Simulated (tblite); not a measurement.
# C5H9F3SeSi: the cost of one run

Programs: tblite 0.8.0 and PySCF 2.14.0, with density-fitted response routines of our own. Each step states its level of theory. These are calculated values for one molecule in the gas phase, unless marked as measured. Atoms are numbered from 0 throughout.

**1. The molecule as given**

19 atoms, charge 0, multiplicity 1; geometry from: force field or distance geometry start.

Bonds of the start (Å): F0–C1 1.39, C1–F2 1.39, C1–F3 1.38, C1–C4 1.53, C4–C5 1.54, C5–Si6 1.84, Si6–C7 1.84, C7–C8 1.53, C8–Se9 1.95, C8–C4 1.55, C4–H10 1.12, C5–H11 1.12, C5–H12 1.11, Si6–H13 1.47, Si6–H14 1.47, C7–H15 1.10, C7–H16 1.12, C8–H17 1.11, Se9–H18 1.53.

**2. Geometry optimisation with GFN2-xTB**

The job: settings as JSON, then the geometry in Å.

```
{"job": {"kind": "relax", "xc": "GFN2-xTB", "basis": "xTB"}, "charge": 0, "multiplicity": 1}
F      2.998400     0.227500     1.042100
C      1.955700    -0.659700     0.796500
F      2.492100    -1.755800     0.135200
F      1.452800    -1.084100     2.013000
C      0.860100     0.015200    -0.028500
C      0.388600     1.323500     0.623000
Si    -1.305400     1.634800    -0.036800
C     -1.516600    -0.023200    -0.811000
C     -0.373200    -0.889100    -0.268600
Se    -0.006600    -2.345500    -1.515700
H      1.292600     0.272700    -1.030500
H      0.315000     1.212900     1.730600
H      1.065300     2.169600     0.384600
H     -2.258800     1.841800     1.060200
H     -1.314400     2.704400    -1.045500
H     -1.438100     0.095900    -1.903500
H     -2.510600    -0.459900    -0.555700
H     -0.703300    -1.336900     0.697100
H     -1.403300    -2.934700    -1.293800
```

Started as:

```console
$ OMP_NUM_THREADS=1 python probes_run.py task.json out
```

This one command runs all jobs of the session in turn.

Q: Estimate the wall time and peak memory of this first job on 1 thread of Arm Neoverse N1, shared host.

About 1.1 s, with a peak of 0.18 GiB.
